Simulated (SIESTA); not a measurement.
The system is TiMoC2.

```
Mo Ti C
1.0
     1.53210    0.88456    5.05670
    -1.53210    0.88456    5.05670
     0.00000   -1.76911    5.05670
Mo Ti C
1 1 2
Direct
  0.50000 0.50000 0.50000
  0.00000 0.00000 0.00000
  0.25147 0.25147 0.25147
  0.74853 0.74853 0.74853
```

The cell comes from a database or a generator and needn't be the stable form of this composition.

| Property | Result |
| --- | --- |
| Program | SIESTA 5.4.2 |
| Task | single point |
| Functional | PBEsol |
| Potentials or basis | PseudoDojo 0.4 standard (PBEsol files) |
| Basis | DZP (energy shift 0.003 Ry; two zetas on semicore shells) |
| Grid cutoff | 800 Ry |
| Energy shift | 0.003 Ry |
| k mesh | 10 × 10 × 10 |
| Occupations | fermi-dirac, width 0.05 eV |
| Spin | no spin polarisation |

On this cell: pressure -6.4 GPa; largest force 0.029 eV/Å; band gap on the k mesh none (metal or under the smearing width).

The same run follows on a disturbed copy (atoms moved at random, drawn with an rms of 0.05 Å):

```
Mo Ti C
1.0
     1.53210    0.88456    5.05670
    -1.53210    0.88456    5.05670
     0.00000   -1.76911    5.05670
Mo Ti C
1 1 2
Direct
  0.51087 0.48670 0.50095
  0.00306 0.98833 0.01232
  0.26204 0.24251 0.25066
  0.72220 0.75848 0.76331
```

**Question.** What changes?

**Answer.** The energy (extrapolated to zero smearing) moves by +14.6 meV/atom; pressure -5.8 GPa; largest force 1.170 eV/Å; band gap on the k mesh none (metal or under the smearing width).

Forces on the atoms (eV/Å):
```
Mo  -0.449 -0.057  0.229
Ti  -0.445 -0.001 -0.271
C   -0.213 -0.293 -0.092
C    1.108  0.352  0.134
```

Stress tensor (GPa, compression positive):
```
-6.21 -0.24 -0.35
-0.24 -6.03 -0.08
-0.35 -0.08 -5.21
```

Caveats: the basis of atomic orbitals isn't converged, which shifts pressures, moduli and gaps.
